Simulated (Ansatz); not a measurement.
# CH3ITe: the cost of one run

Program: Ansatz 0.2.0, driven from Python. The levels of theory stand in the script. These are calculated values, not measurements.

### Step 1. The structure

Bond lengths: Te1–C2 2.111 Å, C2–I3 2.139 Å, Te1–H4 1.774 Å, C2–H5 1.126 Å, C2–H6 1.104 Å. Angles: Te1–C2–I3 110.3°, Te1–C2–H5 108.5°, Te1–C2–H6 109.2°, I3–C2–H5 109.7°, I3–C2–H6 109.1°, H5–C2–H6 110.0°, C2–Te1–H4 88.1°.

No structure file is read: the coordinates are typed or built in the script.

### Step 2. Script

The input, bend.py:

```python
"""Bending curve of CH3ITe."""

import ansatz as az
from ase import Atoms

atoms = Atoms(["Te", "C", "I", "H", "H", "H"], positions=[
    [-1.3857, -1.0, -0.0152],
    [0.4883, -0.0962, 0.3425],
    [0.2951, 2.0339, 0.3618],
    [-1.4249, -0.1633, -1.5795],
    [1.1962, -0.4055, -0.4772],
    [0.8731, -0.4329, 1.3213],
])

# relax first, so that the scan starts from a minimum
first = az.Crystal.molecule_from_ase(atoms).calculation()
first = first.basis(gaussian="def2-SVP")
first = first.functional("pbe0")
first = first.relax(force_tolerance=0.02, max_steps=80)
atoms.positions = first.run(threads=1, backend="cpu").report["positions_ang"]

rows = []
for angle in [90, 100, 110, 120, 135, 150, 165, 179]:
    bent = atoms.copy()
    bent.set_angle(1, 0, 3, angle, indices=[3])
    model = (
        az.Crystal.molecule_from_ase(bent).calculation()
        .basis(gaussian="def2-SVP")
        .correlation("mp2")
    )
    rows.append((angle, model.run(threads=1, backend="cpu").report["free_energy_ev"]))
floor = min(e for _, e in rows)
for angle, e in rows:
    print(f"angle C1-Te0-H3 = {angle:3d} deg   {1000 * (e - floor):9.1f} meV")
```

### Step 3. The input behind the calls

The engine receives this input (first run):

```yaml
crystal:
  periodic: [false, false, false]
  atoms:
    - { symbol: Te, position_ang: [-1.3857, -1.0, -0.0152] }
    - { symbol: C, position_ang: [0.4883, -0.0962, 0.3425] }
    - { symbol: I, position_ang: [0.2951, 2.0339, 0.3618] }
    - { symbol: H, position_ang: [-1.4249, -0.1633, -1.5795] }
    - { symbol: H, position_ang: [1.1962, -0.4055, -0.4772] }
    - { symbol: H, position_ang: [0.8731, -0.4329, 1.3213] }
basis:
  gaussian:
    orbitals: def2-SVP
hamiltonian:
  xc: pbe0
relax:
  f_tol: 0.02
  max_steps: 80
```

### Step 4. Running it

The run is started by

```console
> python bend.py
```

What time and memory should one allow on 1 thread of Arm Neoverse V1, shared host?

About 56 s, with a peak of 0.26 GiB.
